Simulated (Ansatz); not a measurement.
# H3NOTe (SMILES N[Te]O): single points off equilibrium

The task here is to estimate one member of a computed series from the others.

Computed with Ansatz 0.2.0, Gaussian basis. Level: single points in def2-TZVPP.

Correlated methods freeze the cores. Filled d shells of the heavier atoms are correlated. Core potentials replace the inner electrons past krypton, and spin-orbit coupling is left out. B3LYP uses VWN-RPA correlation.

## Starting geometry

SMILES `N[Te]O`, 6 atoms, charge 0, spin multiplicity 1.

Atoms are counted from 1 here; the program's logs count them from 0.

Bond lengths: N1–Te2 1.774 Å, N1–H4 1.112 Å, N1–H5 1.117 Å, Te2–O3 2.147 Å, O3–H6 1.032 Å. Angles: Te2–N1–H4 117.8°, Te2–N1–H5 113.7°, H4–N1–H5 116.8°, N1–Te2–O3 96.2°, Te2–O3–H6 89.7°.

Geometry (Å):

```
N    -0.76330    0.49960   -0.44040
Te   -0.14360   -1.06420    0.12240
O     1.84840   -0.38510    0.54460
H    -0.48090    0.83080   -1.46400
H    -1.81060    0.71210   -0.11360
H     1.48960    0.14570    1.35320
```

The first run:

File run/in.yaml:

```yaml
crystal:
  periodic: [false, false, false]
  atoms:
    - {symbol: N, position_ang: [-0.763300, 0.499600, -0.440400]}
    - {symbol: Te, position_ang: [-0.143600, -1.064200, 0.122400]}
    - {symbol: O, position_ang: [1.848400, -0.385100, 0.544600]}
    - {symbol: H, position_ang: [-0.480900, 0.830800, -1.464000]}
    - {symbol: H, position_ang: [-1.810600, 0.712100, -0.113600]}
    - {symbol: H, position_ang: [1.489600, 0.145700, 1.353200]}
basis:
  gaussian: {orbitals: def2-TZVPP}
correlation: {method: ccsd_t}
output: {forces: true}
```

The command line of these runs was not kept.

Steps of the session up to this table: CCSD(T)/def2-TZVPP; PBE0-D4/def2-TZVPP; wB97M-V/def2-TZVPP; r2SCAN-D4/def2-TZVPP; PBE-D4/def2-TZVPP; B3LYP-D4/def2-TZVPP; r2SCAN0-D4/def2-TZVPP.

One table of the session follows, with a row left open; its other results are not shown here.

```
    method  RMS force component (eV/Å)  angle to CCSD(T) forces (°)  dipole (D)
   CCSD(T)                       3.526                    reference        3.72
   PBE0-D4                           ?                            ?           ?
   wB97M-V                       3.533                          1.7        3.91
 r2SCAN-D4                       3.478                          1.1        3.76
    PBE-D4                       3.423                          4.2        3.67
  B3LYP-D4                       3.549                          1.8        3.82
r2SCAN0-D4                       3.548                          3.5        3.89
```

Estimate the missing values for PBE0-D4.

**Answer.** RMS force component (eV/Å): 3.499; angle to CCSD(T) forces (°): 1.7; dipole (D): 3.84. In the column «RMS force component (eV/Å)» it lies between r2SCAN-D4 (3.478) and CCSD(T) (3.526).
